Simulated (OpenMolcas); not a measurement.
**Cu³⁺ among point charges: CASSCF and CASPT2 levels and susceptibility**

Aim: the splitting of the states of Cu³⁺ in the field of 3 point charges, its lowest levels with spin-orbit coupling and its magnetic susceptibility.

Program: OpenMolcas 26.06. Level of theory: state-averaged CASSCF and CASPT2, spin-orbit coupling by RASSI with atomic mean-field integrals. These are calculated values, not measurements, unless marked.

### Step 1. The system

| Quantity | Value |
| --- | --- |
| Species | Cu³⁺ (copper, Z = 29, 26 electrons) |
| Basis | ANO-RCC-VDZP [5s4p2d1f], 34 functions |
| Scalar Hamiltonian | DKH2, point nucleus |
| Inactive shells | 1s 2s 2p 3s 3p |
| Active space | 8 electrons in 5 orbitals (3d) |
| Some configurations of this space | 3d⁸ |
| Orbitals | optimised for each spin and parity, averaged over all roots |

The outer shells:

3d8
```
3d [↑↓][↑↓][↑↓][↑ ][↑ ]
```

The ion sits among 3 point charges of -2 e arranged as a planar triangle (D3h), 2.07 Å from the ion.

Each step is its own input file, run in one work folder so that later steps find the files of earlier ones. Labels, J, g values, rates, χT and fits are worked out afterwards by a script from the matrices that RASSI stores.

### Step 2. GATEWAY and SEWARD: basis and integrals

File a.inp:

```
&GATEWAY
Coord
1

Cu 0.0 0.0 0.0
Basis=ANO-RCC-VDZP
Group=NoSym
NoMove
AngMom=0.0 0.0 0.0
AMFI
XField
3 Angstrom 0
2.070000 0.000000 0.000000 -2.000000
-1.035000 1.792673 0.000000 -2.000000
-1.035000 -1.792673 0.000000 -2.000000
&SEWARD
```

On the command line:

```console
$ OMP_NUM_THREADS=1 MOLCAS_MEM=1689 MOLCAS_PROJECT=a pymolcas a.inp > a.log
```

Output:

```text
Basis set label: CU.ANO-RCC...5S4P2D1F.

      Electronic valence basis set:
      ------------------
      Associated Effective Charge  29.000000 au
      Associated Actual Charge     29.000000 au
      Nuclear Model: Point charge

      Shell  nPrim  nBasis  Cartesian Spherical Contaminant
         s      21       5        X
         p      15       4        X
         d      10       2                 X
         f       6       1                 X
                  Relativistic Douglas-Kroll-Hess integrals:
                    - DKH order of Hamiltonian: 2
                    - DKH order of Properties : 0
                  Atomic mean-field integrals
```

### Step 3. CASSCF: triplets, 10 roots

File a.inp:

```
&RASSCF
FileOrb=start.orb
Symmetry=1
Spin=3
nActEl=8 0 0
Inactive=9
Ras2=5
CIRoot=10 10 1
SDav=10
CIMx=300
Iter=120 100
PrWF=0.3
OrbListing=Nothing
MaxOrb=0
>>> COPY $Project.JobIph JOB001
```

start.orb holds the contracted functions of the basis, ordered by shell, or the orbitals of the step before.

Output, cut to the lines that bear on the results:

```text
[...]
      Number of active orbitals                  5
[...]
      Spin quantum number                      1.0
[...]
      Active orbitals                            5
[...]
      Number of CSFs                            10
      Number of root(s) required                10
[...]
      Convergence after  9 iterations
[...]
      Natural orbitals and occupation numbers for root  1
      sym 1:   1.500000   1.500000   2.000000   1.500000   1.500000
      Natural orbitals and occupation numbers for root  2
      sym 1:   1.500000   1.500000   2.000000   1.500000   1.500000
      Natural orbitals and occupation numbers for root  3
      sym 1:   2.000000   2.000000   1.000000   2.000000   1.000000
::    RASSCF root number  1 Total energy:  -1655.52562188
::    RASSCF root number  2 Total energy:  -1655.52561927
::    RASSCF root number  3 Total energy:  -1655.51950793
[...]
::    RASSCF root number  7 Total energy:  -1655.51526174
::    RASSCF root number  8 Total energy:  -1655.43447218
::    RASSCF root number  9 Total energy:  -1655.40517961
::    RASSCF root number 10 Total energy:  -1655.40517960
```

### Step 4. CASSCF: singlets, 15 roots

File a.inp:

```
&RASSCF
FileOrb=start.orb
Symmetry=1
Spin=1
nActEl=8 0 0
Inactive=9
Ras2=5
CIRoot=15 15 1
SDav=15
CIMx=300
Iter=120 100
PrWF=0.3
OrbListing=Nothing
MaxOrb=0
>>> COPY $Project.JobIph JOB002
```

Output, cut to the lines that bear on the results:

```text
[...]
      Number of active orbitals                  5
[...]
      Spin quantum number                      0.0
[...]
      Active orbitals                            5
[...]
      Number of CSFs                            15
      Number of root(s) required                15
[...]
      Convergence after  7 iterations
[...]
      Natural orbitals and occupation numbers for root  1
      sym 1:   1.313541   1.687109   1.842904   1.842904   1.313542
      Natural orbitals and occupation numbers for root  2
      sym 1:   1.469922   1.469922   2.000000   1.530078   1.530078
      Natural orbitals and occupation numbers for root  3
      sym 1:   1.469922   2.000000   1.530078   1.469922   1.530078
::    RASSCF root number  1 Total energy:  -1655.44703839
::    RASSCF root number  2 Total energy:  -1655.44011312
::    RASSCF root number  3 Total energy:  -1655.44011312
[...]
::    RASSCF root number 12 Total energy:  -1655.36927361
::    RASSCF root number 13 Total energy:  -1655.36927361
::    RASSCF root number 14 Total energy:  -1655.36639184
::    RASSCF root number 15 Total energy:  -1655.19656934
```

### Step 5. RASSI: spin-orbit coupling between the states

File a.inp:

```
&RASSI
NrOfJobIphs=2 10 15
1 2 3 4 5 6 7 8 9 10
1 2 3 4 5 6 7 8 9 10 11 12 13 14 15
IphNames
JOB001
JOB002
EJob
SpinOrbit
DIPRint=1.0
SOCoupling=1000.0
Subsets=2
Property=9
'ANGMOM' 1 'ANGMOM' 2 'ANGMOM' 3 'MLTPL  1' 1 'MLTPL  1' 2 'MLTPL  1' 3
'AMFI' 1 'AMFI' 2 'AMFI' 3
SOProperty=3
'ANGMOM' 1 'ANGMOM' 2 'ANGMOM' 3
```

Output:

```text
SPIN-FREE ENERGIES:
  (Shifted by EMIN (a.u.) =      -1655.5256218800)

 SF State       Relative EMIN(au)   Rel lowest level(eV)    D:o, cm**(-1)      L_eff

     1             0.0000000000        0.0000000000              0.0000         3.0
     2             0.0000026127        0.0000710946              0.5734         3.0
     3             0.0061139473        0.1663689807           1341.8563         3.0
     4             0.0061139497        0.1663690471           1341.8569         3.0
     5             0.0099628723        0.2711035661           2186.5977         2.9
     6             0.0103601406        0.2819137864           2273.7880         3.0
     7             0.0103601418        0.2819138191           2273.7883         3.0
    11             0.0785834948        2.1383658308          17247.0836         2.0
    12             0.0855087586        2.3268118584          18767.0033         2.1
    13             0.0855087596        2.3268118843          18767.0035         2.1
     8             0.0911497041        2.4803098047          20005.0477         1.2
    14             0.0961982170        2.6176868387          21113.0682         2.1
    15             0.0961982187        2.6176868856          21113.0686         2.1
    16             0.1063983283        2.8952460085          23351.7339         4.0
    17             0.1063983283        2.8952460085          23351.7339         4.0
     9             0.1204422740        3.2774012376          26434.0237         1.1
    10             0.1204422768        3.2774013147          26434.0243         1.1
    18             0.1298347089        3.5329824110          28495.4249         4.0
    19             0.1298546025        3.5335237454          28499.7910         4.0
    20             0.1472271008        4.0062535059          32312.6137         4.0
    21             0.1472271014        4.0062535230          32312.6138         4.0
    22             0.1563482718        4.2544532142          34314.4793         4.0
    23             0.1563482742        4.2544532792          34314.4799         4.0
    24             0.1592300377        4.3328700572          34946.9538         4.0
    25             0.3290525355        8.9539756399          72218.6839         0.1
     Dipole printing threshold changed to   1.00000000E+00

++ Dipole transition strengths (spin-free states):
   -----------------------------------------------
     for osc. strength at least  1.00000000E+00

  ( Max oscillator strength is only    3.9375423713367893E-006 )
--
Eigenvalues of complex Hamiltonian:
   -----------------------------------
  (Shifted by EMIN (a.u.) =      -1655.5256218800)

 SO State       Relative EMIN(au)   Rel lowest level(eV)    D:o, cm**(-1)     J-value

     1            -0.0066912181        0.0000000000              0.0000         1.6
     2            -0.0066912181        0.0000000000              0.0000         1.6
     3            -0.0030536160        0.0989841966            798.3614         2.7
     4            -0.0030520477        0.0990268719            798.7056         2.7
     5             0.0006107239        0.1986959661           1602.5910         3.4
     6             0.0006107262        0.1986960279           1602.5915         3.4
     7             0.0031497196        0.2677855579           2159.8362         3.8
     8             0.0031497208        0.2677855905           2159.8364         3.8
     9             0.0037179889        0.2832489530           2284.5569         3.9
    10             0.0046385725        0.3082993086           2486.6016         1.6
    11             0.0046395949        0.3083271301           2486.8260         1.6
    12             0.0068560915        0.3686410739           2973.2908         2.1
    13             0.0068560933        0.3686411242           2973.2912         2.1
    14             0.0101739032        0.4589233310           3701.4663         2.8
    15             0.0101739044        0.4589233640           3701.4666         2.8
    16             0.0125791063        0.5243722416           4229.3474         3.0
    17             0.0126913745        0.5274272155           4253.9874         1.7
    18             0.0126913765        0.5274272697           4253.9878         1.7
    19             0.0167176718        0.6369883461           5137.6575         1.9
    20             0.0167176730        0.6369883784           5137.6578         1.9
    21             0.0177883472        0.6661229064           5372.6436         2.0
    22             0.0777103540        2.2966837795          18524.0039         2.0
    23             0.0827319290        2.4333277955          19626.1122         1.8
    24             0.0827319296        2.4333278133          19626.1124         1.8
    25             0.0923194383        2.6942172138          21730.3273         1.8
    26             0.0940736459        2.7419516364          22115.3314         1.6
    27             0.0940736462        2.7419516444          22115.3315         1.6
    28             0.0950427098        2.7683212064          22328.0163         1.1
    29             0.0950427113        2.7683212485          22328.0167         1.1
    30             0.1065637437        3.0818245108          24856.5910         1.6
    31             0.1065637437        3.0818245109          24856.5910         1.6
    32             0.1198546511        3.4434885243          27773.6080         1.1
    33             0.1198546512        3.4434885288          27773.6080         1.1
    34             0.1209202732        3.4724855807          28007.4850         1.3
    35             0.1209202760        3.4724856568          28007.4856         1.3
    36             0.1226111755        3.5184973763          28378.5952         1.1
    37             0.1226825694        3.5204401026          28394.2643         0.9
    38             0.1299758576        3.7189005840          29994.9561         2.9
    39             0.1299957293        3.7194413205          29999.3174         2.9
    40             0.1474266792        4.1937616326          33824.9687         3.5
    41             0.1474266798        4.1937616493          33824.9688         3.5
Weights of the five most important spin-orbit-free states for each spin-orbit state.

 SO State  Total energy (au)           Spin-free states, spin, and weights
 -------------------------------------------------------------------------------------------------------
    1        -0.006691       1 1.0  0.4994    2 1.0  0.4992   16 0.0  0.0007   17 0.0  0.0007   14 0.0  0.0000
    2        -0.006691       1 1.0  0.4994    2 1.0  0.4992   17 0.0  0.0007   16 0.0  0.0007   15 0.0  0.0000
    3        -0.003054       1 1.0  0.6074    3 1.0  0.1958    4 1.0  0.1958   19 0.0  0.0009    5 1.0  0.0000
    4        -0.003052       2 1.0  0.6073    3 1.0  0.1959    4 1.0  0.1959   18 0.0  0.0009    7 1.0  0.0000
    5         0.000611       3 1.0  0.5497    6 1.0  0.1147    7 1.0  0.1147    2 1.0  0.1102    1 1.0  0.1101
    6         0.000611       4 1.0  0.5497    6 1.0  0.1147    7 1.0  0.1147    2 1.0  0.1102    1 1.0  0.1101
    7         0.003150       6 1.0  0.4981    5 1.0  0.2930    4 1.0  0.1040    3 1.0  0.1040   22 0.0  0.0007
    8         0.003150       7 1.0  0.4981    5 1.0  0.2930    3 1.0  0.1040    4 1.0  0.1040   23 0.0  0.0007
    9         0.003718       5 1.0  0.5976    7 1.0  0.2005    6 1.0  0.2005   11 0.0  0.0007   24 0.0  0.0007
   10         0.004639       1 1.0  0.3923    3 1.0  0.3038    4 1.0  0.3038   19 0.0  0.0001    6 1.0  0.0000
   11         0.004640       2 1.0  0.3925    3 1.0  0.3037    4 1.0  0.3037   18 0.0  0.0001    5 1.0  0.0000
   12         0.006856       2 1.0  0.3292    1 1.0  0.3290    7 1.0  0.1581    6 1.0  0.1581    4 1.0  0.0225
```

Time for these steps: 11 s (1 thread of AMD EPYC 7R43 (Zen 3), shared host).

States without spin-orbit coupling:

```
state  degeneracy  E (cm-1)  free-ion L (%)
  3A1           1         0         F (100)
  3A2           1         1         F (100)
   3E           2      1342         F (100)
  3A2           1      2187          F (94)
   3E           2      2274          F (98)
  1A1           1     17247          D (98)
   1E           2     18767          D (98)
  3A2           1     20005          P (94)
   1E           2     21113          D (97)
   1E           2     23352         G (100)
   3E           2     26434          P (98)
  1A1           1     28495         G (100)
  1A2           1     28500         G (100)
   1E           2     32313          G (97)
   1E           2     34314          G (98)
  1A1           1     34947          G (98)
  1A1           1     72219          S (99)
```

With spin-orbit coupling:

| E (cm-1) | Degeneracy | Label | 2S+1 | g |
| --- | --- | --- | --- | --- |
| 0.0 | 2 | E | 3 | 0.00 0.00 10.00 |
| 798.4 | 1 | A2 | 3 |  |
| 798.7 | 1 | A1 | 3 |  |
| 1603 | 2 | E | 3 | 0.00 0.00 4.02 |
| 2160 | 2 | E | 3 | 0.00 0.00 2.17 |
| 2285 | 1 | A1 | 3 |  |
| 2487 | 1 | A2 | 3 |  |
| 2487 | 1 | A1 | 3 |  |
| 2973 | 2 | E | 3 | 0.00 0.00 3.31 |
| 3701 | 2 | E | 3 | 0.00 0.00 1.74 |
| 4229 | 1 | A2 | 3 |  |
| 4254 | 2 | E | 3 | 0.00 0.00 4.67 |
| 5138 | 2 | E | 3 | 0.00 0.00 2.09 |
| 5373 | 1 | A1 | 3 |  |
| 18524 | 1 | A1 | 1 |  |
| 19626 | 2 | E | 1 | 0.00 0.00 2.53 |
| 21730 | 1 | A1 | 3 |  |
| 22115 | 2 | E | 3 | 0.00 0.00 3.46 |
| 22328 | 2 | E | 1 | 0.00 0.00 4.12 |
| 24857 | 2 | E | 1 | 0.00 0.00 8.00 |
| 27774 | 2 | E | 3 | 0.00 0.00 5.86 |
| 28007 | 2 | E | 3 | 0.00 0.00 2.01 |
| 28379 | 1 | A2 | 3 |  |
| 28394 | 1 | A1 | 3 |  |

Labels of spin-orbit levels are those of the rotation subgroup (D3 for D3h). Principal g values are given for doublets only; a zero marks a field direction without first-order Zeeman splitting.

Powder χT (cm³ K/mol): 3.13 at 2 K, 3.13 at 5 K, 3.14 at 10 K, 3.16 at 20 K, 3.20 at 50 K, 3.28 at 100 K, 3.35 at 150 K, 3.42 at 200 K, 3.49 at 250 K, 3.54 at 300 K.

Orbitals of the lowest block (energies include the constant potential of the surroundings):

```
shell     space  energy (hartree)  mean occupation  ⟨r²⟩ (bohr²)
   1s  inactive         -332.6442            2.000       0.00362
   2s  inactive          -41.8906            2.000        0.0646
   2p  inactive          -36.0314            6.000        0.0521
   3s  inactive           -5.3931            2.000         0.579
   3p  inactive           -3.5759            6.000         0.642
   3d      RAS2                              8.000         0.998
```

### Step 6. CASPT2: IPEA 0.25, imaginary shift 0.1 (closed shells correlated: 3s 3p)

File a.inp:

```
>>> COPY JOB001 $Project.JobIph
&CASPT2
Multistate=10 1 2 3 4 5 6 7 8 9 10
NoMult
Frozen=5
IPEA=0.25
Imaginary=0.1
MaxIter=60
WThr=0.0 0.3 0.05
PrWF=0.5
NoMix
>>> COPY JOB002 $Project.JobIph
&CASPT2
Multistate=15 1 2 3 4 5 6 7 8 9 10 11 12 13 14 15
NoMult
Frozen=5
IPEA=0.25
Imaginary=0.1
MaxIter=60
WThr=0.0 0.3 0.05
PrWF=0.5
NoMix
```

Output, cut to the lines that bear on the results:

```text
[...]
      Active orbitals                            5
[...]
      E2 (Variational):          -0.4199195831
      Total energy:           -1655.9455414631
[...]
::    CASPT2 Root  1     Total energy:  -1655.94554146
::    CASPT2 Root  2     Total energy:  -1655.94553846
[...]
::    CASPT2 Root 12     Total energy:  -1655.79172840
::    CASPT2 Root 13     Total energy:  -1655.79172845
::    CASPT2 Root 14     Total energy:  -1655.78908889
::    CASPT2 Root 15     Total energy:  -1655.65641595
```

This run: 3.8 s of run time, 1 thread of AMD EPYC 7R43 (Zen 3), shared host.

SS-CASPT2: lowest energy less the reference's lowest, -0.4199 hartree; reference weights 0.943 to 0.951.

Spin-free states, with their symmetry labels:

```
state  degeneracy  E (cm-1)  free-ion L (%)
  3A1           1         0         F (100)
  3A2           1         1         F (100)
  3A2           1      2168          F (94)
   3E           2      2377          F (98)
   3E           2      2463         F (100)
  1A1           1     14201          D (98)
   1E           2     15860          D (98)
  3A2           1     17664          P (94)
   1E           2     18720          D (97)
   1E           2     22016         G (100)
   3E           2     24812          P (98)
  1A1           1     26707         G (100)
  1A2           1     26709         G (100)
   1E           2     30981          G (97)
   1E           2     33758          G (98)
  1A1           1     34337          G (98)
  1A1           1     63456          S (99)
```

With spin-orbit coupling:

```
E (cm-1)  Degeneracy  Label  2S+1                g
       0           2      E     3  0.00 0.00 10.00
    1090           1     A2     3                 
    1090           1     A1     3                 
    2120           2      E     3   0.00 0.00 3.68
    2310           1     A1     3                 
    2360           2      E     3   0.00 0.00 2.64
    3040           2      E     3   0.00 0.00 3.90
    3310           1     A2     3                 
    3310           1     A1     3                 
    4250           2      E     3   0.00 0.00 2.23
    4330           1     A2     3                 
    4880           2      E     3   0.00 0.00 4.42
    5370           1     A1     3                 
    5560           2      E     3   0.00 0.00 1.13
   15610           1     A1     1                 
   16900           2      E     1   0.00 0.00 2.38
   19330           1     A1     3                 
   19650           2      E     3   0.00 0.00 3.60
   20000           2      E     1   0.00 0.00 4.09
   23530           2      E     1   0.00 0.00 8.00
   26110           2      E     3   0.00 0.00 5.89
   26380           2      E     3   0.00 0.00 2.01
   26750           1     A1     3                 
   26760           1     A2     3
```

Powder χT (cm³ K/mol): 3.13 at 2 K, 3.13 at 5 K, 3.14 at 10 K, 3.15 at 20 K, 3.18 at 50 K, 3.23 at 100 K, 3.28 at 150 K, 3.33 at 200 K, 3.38 at 250 K, 3.43 at 300 K.

### Step 7. The methods side by side

A. CASSCF
B. SS-CASPT2, IPEA 0.25, imaginary shift 0.1 (closed shells correlated: 3s 3p)

```
method  ground state  first state of that spin (cm-1)  first gap with spin-orbit (cm-1)  χT at 300 K
     A           3A1                       3A2 0.5734                             798.4         3.54
     B           3A1                       3A2 0.6584                            1093.9         3.43
```

### Step 8. Results

| quantity | value |
| --- | --- |
| method | SS-CASPT2, IPEA 0.25, imaginary shift 0.1 (closed shells correlated: 3s 3p) |
| spin-free ground state | 3A1, 1-fold in its orbital part |
| first state of the same spin within the active space | 3A2 at 0.658 cm⁻¹ |
| lowest level | 2-fold E, g = 0.00, 0.00, 10.00 |
| next level | 1093.9 cm⁻¹ |
| χT at 300 K | 3.43 cm³ K/mol |
| effective moment at 300 K | 5.24 μB |

Cost by method:

```
                                              method  time of its own steps  time with the reference
                                           A. CASSCF                   11 s                     11 s
B. SS-CASPT2, IPEA 0.25, imaginary shift 0.1, +3s 3p                  3.8 s                     15 s
```

Times are of one thread on a shared host.

What this shows: The spin-free ground state (3A1) comes to 100 % from free-ion F terms and keeps the highest spin of the shell. χT at 300 K is 3.43, against 1.00 cm³ K/mol for the spin alone, so orbital moment adds to it. CASPT2 does not keep the components of a term degenerate, and the means are used. The field of point charges can differ much from that of real complexes. Point charges carry no covalency, so the field is a model and not that of real ligands.
